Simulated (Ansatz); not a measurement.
Predict the output of the script below (the Ansatz DFT code, driven from Python).

Script `la3in.py`:
```python
import logging
import sys

import ansatz as az
import numpy as np

logging.basicConfig(stream=sys.stdout, format='[%(levelname)s] %(message)s')
log = logging.getLogger('la3in')
log.setLevel(logging.INFO)


def main() -> None:
    inputs = {
        'crystal': {
            'lattice': [[5.11, 0.0, 0.0], [0.0, 5.11, 0.0], [0.0, 0.0, 5.11]],
            'atoms': [
                {'symbol': 'La', 'position': [0.0, 0.5, 0.5]},
                {'symbol': 'La', 'position': [0.5, 0.0, 0.5]},
                {'symbol': 'La', 'position': [0.5, 0.5, 0.0]},
                {'symbol': 'In', 'position': [0.0, 0.0, 0.0]},
            ],
        },
        'kpoints': {'mp_grid': {'kspacing': 0.3}},
        'hamiltonian': {'xc': 'lda'},
        'scf': {
            'occupations': {'method': 'cold', 'width': 0.15},
            'algorithm': 'density_mixing',
        },
        'output': {'forces': True, 'stress': True, 'eigenvalues': True},
        'basis': {'ecutwfc': '350 eV'},
    }

    outcome = az.Session.from_dict(inputs).plan(threads=1).execute()
    r = outcome.report

    energy = r['free_energy_ev']
    log.info('La3In: {:.6f} eV = {:.6f} Ry = {:.6f} Ha'.format(energy, energy / 13.605693, energy / 27.211386))
    log.info('Fermi level {:.4f} eV, {} k-points, {} symmetry operations'.format(r['fermi_energy_ev'], r['n_kpoints'], r['n_symmetry_ops']))

    forces = np.array(r['forces_ev_ang'])
    norms = np.linalg.norm(forces, axis=1)
    log.info('largest force {:.4f} eV/A on atom {}'.format(norms.max(), norms.argmax()))
    print(np.array2string(forces, precision=4, suppress_small=True))

    fermi = r['fermi_energy_ev']
    log.info('levels less the Fermi level (eV) at the first k-points')
    for k, levels in list(zip(r['kpoints_frac'], r['eigenvalues_ev']))[:6]:
        log.info('k = ({:.3f}, {:.3f}, {:.3f})'.format(*k))
        print('   ', ' '.join(f'{e - fermi:.3f}' for e in levels))

    gap = None if 'band_edges_ev' not in r else r['band_edges_ev'][1] - r['band_edges_ev'][0]
    print('gap on the k mesh:', 'withheld (metal, or smearing too wide to tell)' if gap is None else f'{gap:.3f} eV')
    print('lowest empty less highest filled band, by band count:', round(r['gap_by_band_count_ev'], 3), 'eV')


if __name__ == '__main__':
    main()
```

Running `python la3in.py` prints:
```text
DeckWarning: basis.ecutwfc = 350 eV is below the records' recommended 420 eV, and the density's cutoff is lower with it unless basis.ecutrho_ratio is high enough to keep the records' density cutoff: compare with a run at a higher cutoff
[INFO] La3In: -23686.708001 eV = -1740.940943 Ry = -870.470471 Ha
[INFO] Fermi level 10.8733 eV, 10 k-points, 48 symmetry operations
[INFO] largest force 0.0000 eV/A on atom 0
[[ 0. -0. -0.]
 [ 0. -0. -0.]
 [-0. -0. -0.]
 [ 0.  0.  0.]]
[INFO] levels less the Fermi level (eV) at the first k-points
[INFO] k = (0.000, 0.000, 0.000)
    -32.923 -32.633 -32.633 -17.069 -17.069 -17.069 -16.269 -16.269 -16.269 -15.844 -15.844 -15.844 -13.709 -13.709 -13.709 -13.701 -13.701 -5.870 -2.562 -0.888 -0.888 -0.820 -0.820 -0.820 0.719 0.719 0.719 1.284
[INFO] k = (0.000, 0.000, 0.200)
    -32.899 -32.657 -32.632 -17.009 -17.009 -16.976 -16.302 -16.302 -16.289 -15.990 -15.892 -15.892 -13.709 -13.699 -13.699 -13.698 -13.692 -5.592 -2.215 -1.292 -0.734 -0.727 -0.727 -0.523 0.587 0.665 0.665 1.193
[INFO] k = (0.000, 0.000, 0.400)
    -32.843 -32.715 -32.631 -16.884 -16.884 -16.718 -16.389 -16.389 -16.333 -16.321 -15.965 -15.965 -13.709 -13.692 -13.681 -13.681 -13.678 -4.996 -2.312 -1.364 -0.707 -0.707 -0.568 0.330 0.957 0.957 0.997 0.999
[INFO] k = (0.000, 0.200, 0.200)
    -32.877 -32.666 -32.646 -17.058 -16.948 -16.807 -16.458 -16.323 -16.197 -16.145 -15.954 -15.857 -13.701 -13.699 -13.698 -13.692 -13.683 -5.361 -1.937 -1.152 -1.083 -0.901 -0.510 -0.312 0.316 0.677 1.063 1.355
[INFO] k = (0.000, 0.200, 0.400)
    -32.824 -32.715 -32.650 -16.973 -16.812 -16.717 -16.549 -16.393 -16.351 -16.108 -16.053 -15.922 -13.698 -13.692 -13.686 -13.681 -13.678 -4.897 -2.037 -1.155 -0.968 -0.933 -0.228 0.165 0.664 0.768 1.058 1.294
[INFO] k = (0.000, 0.400, 0.400)
    -32.777 -32.720 -32.691 -17.018 -16.916 -16.633 -16.477 -16.408 -16.408 -16.250 -15.941 -15.874 -13.701 -13.683 -13.681 -13.681 -13.679 -4.731 -1.575 -1.315 -1.271 -0.473 0.171 0.279 0.332 0.727 1.184 1.248
gap on the k mesh: withheld (metal, or smearing too wide to tell)
lowest empty less highest filled band, by band count: -0.991 eV
```
(Warnings from the package without file and line, repeats left out.)

What to keep in mind:
- The settings weren't tested for convergence.
- The cutoff lies under the one recommended for these potentials.
- The computed bands are complete only to about 1.0 eV above the Fermi level.
- The mesh is modest for a metal, so energies can be off by several to tens of meV an atom and pressures by half a GPa or more; differences at equal mesh fare better.
- Only differences from the Fermi energy are physical; the zero of the scale is a convention.
- A gap by band count of zero or less means overlapping bands, a metal.
- Of the deposited cell: the entry's cell lengths or inner coordinates differ somewhat from later room-temperature determinations.
- The structure is a deposited one; some such entries were measured under pressure or heat, so a shift against it needn't be the functional's error alone.
- Gaps and levels are Kohn-Sham values on a finite set of k-points, without spin-orbit coupling.
- Timing: 1.1 s on 1 thread of AMD EPYC 9R45 96-Core Processor (Zen 5), with other jobs on the host, peak memory 0.45 GiB.

(Lines on the test bed's own set-up are left out of the output.)
